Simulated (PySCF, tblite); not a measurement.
**BGe2H8Si radical: geometry, infrared bands and EPR parameters**

What infrared bands and EPR parameters should BGe2H8Si radical (`[BH2][Ge]([SiH3])[GeH3]`) show?

The runs use tblite 0.8.0 and PySCF 2.14.0, with density-fitted response routines of our own; the level of theory stands in each step. All values are computed, except where a source is named. Atoms are numbered from 0 throughout.

**1. Starting geometry**

12 atoms, charge 0, multiplicity 2; geometry from: force field or distance geometry start.

Bonds of the start (Å): B0–Ge1 2.03, Ge1–Si2 2.31, Ge1–Ge3 2.39, B0–H4 1.18, B0–H5 1.19, Si2–H6 1.47, Si2–H7 1.47, Si2–H8 1.47, Ge3–H9 1.54, Ge3–H10 1.56, Ge3–H11 1.54.

**2. Relaxing the molecule with GFN2-xTB**

The job: settings as JSON, then the geometry in Å.

```
{"job": {"kind": "relax", "xc": "GFN2-xTB", "basis": "xTB"}, "charge": 0, "multiplicity": 2}
B      0.422900    -2.015500     0.760500
Ge     0.037300    -0.028600     0.858700
Si     1.739700     1.110800    -0.213500
Ge    -2.041800     0.443100    -0.218800
H      1.407100    -2.453400     1.231100
H     -0.361300    -2.729700     0.222400
H      1.780700     0.691100    -1.626900
H      3.022900     0.825700     0.436500
H      1.464800     2.554900    -0.149500
H     -1.963400    -0.011400    -1.688000
H     -3.180000    -0.342300     0.501800
H     -2.327800     1.954800    -0.140300
```

On the command line:

```console
OMP_NUM_THREADS=1 python probes_run.py task.json out
```

One launch serves the whole session: the jobs run in the order shown.

**Question.** This job is followed by: GFN2-xTB harmonic vibrations, gas phase; UKS B3LYP, def2-TZVP-core on Ge, pcH-1 on B H Si, non-relativistic, mean-field spin-orbit, GIAO. Predict these results of the whole session: strongest single infrared mode (GFN2-xTB); zero-point energy (GFN2-xTB); g(iso) (B3LYP); ⟨S²⟩; largest a(iso) (averaged by class); surface potential, 1st and 99th percentile.

The runs gave:

```
                                 quantity                         value
strongest single infrared mode (GFN2-xTB)          765 cm⁻¹, 887 km/mol
             zero-point energy (GFN2-xTB)                 40.2 kcal/mol
                           g(iso) (B3LYP)                       2.01765
                                     ⟨S²⟩            0.752 (exact 0.75)
       largest a(iso) (averaged by class)  1H on H9, H10, H11, 20.5 MHz
    surface potential, 1st and 99th percentile            -0.22 V and 1.21 V
```

**Reading.** Over 72 steps the energy fell by 0.320 eV; of the close pairs, B0–Ge1 changed most, 2.026 to 1.955 Å. No mode is imaginary among the 30: a minimum at this level. The strongest single mode, at 765 cm⁻¹, is spread over several atoms, H8, H7, H6 among them. Unscaled tight-binding wavenumbers are off by several per cent, some by more. Its intensities can rank the bands wrongly. The largest share of the spin, 0.77 e, sits on Ge1. The isotropic g lies 15.3 ppt above the free-electron value. The hyperfine terms hold no scalar relativity, which the heavier nuclei need.
